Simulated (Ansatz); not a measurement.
# CH7ClO2Si2: the cost of one run

Method: RKS BHLYP-D4/def2-SVP, in Ansatz 0.2.0.

### 1 The starting structure

Bond lengths: O1–C2 1.404 Å, C2–Si3 1.877 Å, Si3–O4 1.679 Å, Si3–Si5 2.349 Å, Si3–Cl6 2.032 Å, O1–H7 1.001 Å, C2–H8 1.109 Å, C2–H9 1.048 Å, O4–H10 0.948 Å, Si5–H11 1.500 Å, Si5–H12 1.450 Å, Si5–H13 1.503 Å. Angles (14 of 20 angles, heavy atoms first): O1–C2–Si3 119.4°, C2–Si3–O4 112.7°, C2–Si3–Si5 106.9°, C2–Si3–Cl6 111.2°, O4–Si3–Si5 108.7°, O4–Si3–Cl6 106.5°, Si5–Si3–Cl6 110.9°, O1–C2–H8 106.2°, O1–C2–H9 107.5°, Si3–C2–H8 107.7°, Si3–C2–H9 108.7°, C2–O1–H7 107.7°, Si3–O4–H10 122.4°, Si3–Si5–H11 107.7°.

Structure file:

```xyz
13

O    -2.1710   -1.5958    0.4005
C    -0.9138   -1.2172   -0.0979
Si   -0.3704    0.5744    0.0363
O    -0.3517    1.1277    1.6218
Si    1.8111    0.6926   -0.8264
Cl   -1.6229    1.8017   -0.9894
H    -2.3851   -0.9960    1.1724
H    -0.1677   -1.8368    0.4395
H    -0.8733   -1.5057   -1.1050
H     0.2101    0.7498    2.2857
H     2.6948   -0.1408    0.0534
H     1.8801    0.1915   -2.1858
H     2.2802    2.1198   -0.7902
```

### 2 End point A

Input file input.yaml:

```yaml
crystal:
  periodic: [false, false, false]
  atoms:
    - { symbol: O, position_ang: [-2.171, -1.5958, 0.4005] }
    - { symbol: C, position_ang: [-0.9138, -1.2172, -0.0979] }
    - { symbol: Si, position_ang: [-0.3704, 0.5744, 0.0363] }
    - { symbol: O, position_ang: [-0.3517, 1.1277, 1.6218] }
    - { symbol: Si, position_ang: [1.8111, 0.6926, -0.8264] }
    - { symbol: Cl, position_ang: [-1.6229, 1.8017, -0.9894] }
    - { symbol: H, position_ang: [-2.3851, -0.996, 1.1724] }
    - { symbol: H, position_ang: [-0.1677, -1.8368, 0.4395] }
    - { symbol: H, position_ang: [-0.8733, -1.5057, -1.105] }
    - { symbol: H, position_ang: [0.2101, 0.7498, 2.2857] }
    - { symbol: H, position_ang: [2.6948, -0.1408, 0.0534] }
    - { symbol: H, position_ang: [1.8801, 0.1915, -2.1858] }
    - { symbol: H, position_ang: [2.2802, 2.1198, -0.7902] }
basis:
  gaussian: { orbitals: def2-SVP }
hamiltonian:
  xc: { name: BHLYP }
  dispersion: d4
relax:
  f_tol: 0.015
  max_steps: 40
output:
  orbitals: {}
```

The run is started by

```bash
ansatz run input.yaml --threads 2 --pin off --max-ram 3072MiB --backend cpu --events-out ev --progress --plain --runs-dir out
```

**Question.** How long does this run take on 2 threads of Intel Xeon Platinum 8259CL at 2.50GHz (Skylake/Cascade Lake), shared host, and how much memory does it need?

About 94 s, with a peak of 0.37 GiB.
